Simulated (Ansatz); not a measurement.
CH3AlO2, SMILES O=C[O][AlH2], vertical spin-state energies

Run with Ansatz's Python interface.

`ch3alo2_spin.py`:
```python
# -*- coding: utf-8 -*-
'''Vertical spin-state energies of CH3AlO2.'''

import ansatz

GEOMETRY = '''
O     0.27890   -1.91010    0.01130
C     0.98320   -0.99440    0.50100
O     0.64570    0.36870    0.40780
Al   -0.77240    1.06370   -0.41660
H     1.89510   -1.30660    0.98740
H    -1.09820    2.64560   -0.44560
H    -1.87110    0.06510   -1.09100
'''


def main():
    ch3alo2 = ansatz.Crystal.molecule()
    for line in GEOMETRY.strip().splitlines():
        symbol, *xyz = line.split()
        ch3alo2 = ch3alo2.atom(symbol, [float(v) for v in xyz])

    calculation = (
        ch3alo2.calculation()
        .basis(gaussian='def2-TZVPP')
        .functional('B3LYP')
    )
    found = {}
    for unpaired in [0, 2, 4]:
        summary = calculation.spin('collinear', total=unpaired).run().report
        s = unpaired / 2
        found[unpaired] = summary['free_energy_ev']
        print(f'2S+1 = {unpaired + 1}: E = {found[unpaired]:.5f} eV, <S^2> = {abs(summary["mean_field"]["state"]["spin_squared"]):.3f} (pure state {s * (s + 1):.2f})')
    lowest = min(found, key=found.get)
    for unpaired, e in found.items():
        print(f'multiplicity {unpaired + 1}: {(e - found[lowest]):.3f} eV above the lowest')


if __name__ == '__main__':
    main()
```

`python ch3alo2_spin.py` gives:
```text
2S+1 = 1: E = -11780.56721 eV, <S^2> = 0.000 (pure state 0.00)
2S+1 = 3: E = -11776.39839 eV, <S^2> = 2.007 (pure state 2.00)
2S+1 = 5: E = -11771.02576 eV, <S^2> = 6.015 (pure state 6.00)
multiplicity 1: 0.000 eV above the lowest
multiplicity 3: 4.169 eV above the lowest
multiplicity 5: 9.541 eV above the lowest
```

In order: multiplicity 1 (+0.00 eV), multiplicity 3 (+4.17 eV) and multiplicity 5 (+9.54 eV), all at the one geometry.

What to keep in mind:
- These settings explore the input space; basis and method may be short of convergence.
- The geometry is a force-field or estimated start, not a minimum of this method, and the basis set is short of its limit. All parts are taken at fixed geometry, without zero-point energy.
- b3lyp holds the VWN-RPA fit, as in Gaussian; the form of ORCA and Turbomole is b3lyp5.
- Finished in 43 s on 1 thread of Arm Neoverse V1, with other jobs on the host, peak memory 0.44 GiB.

(A comment or docstring line of the script was reworded after the run, the code is as it ran; lines on the test bed's own set-up are left out of the output.)
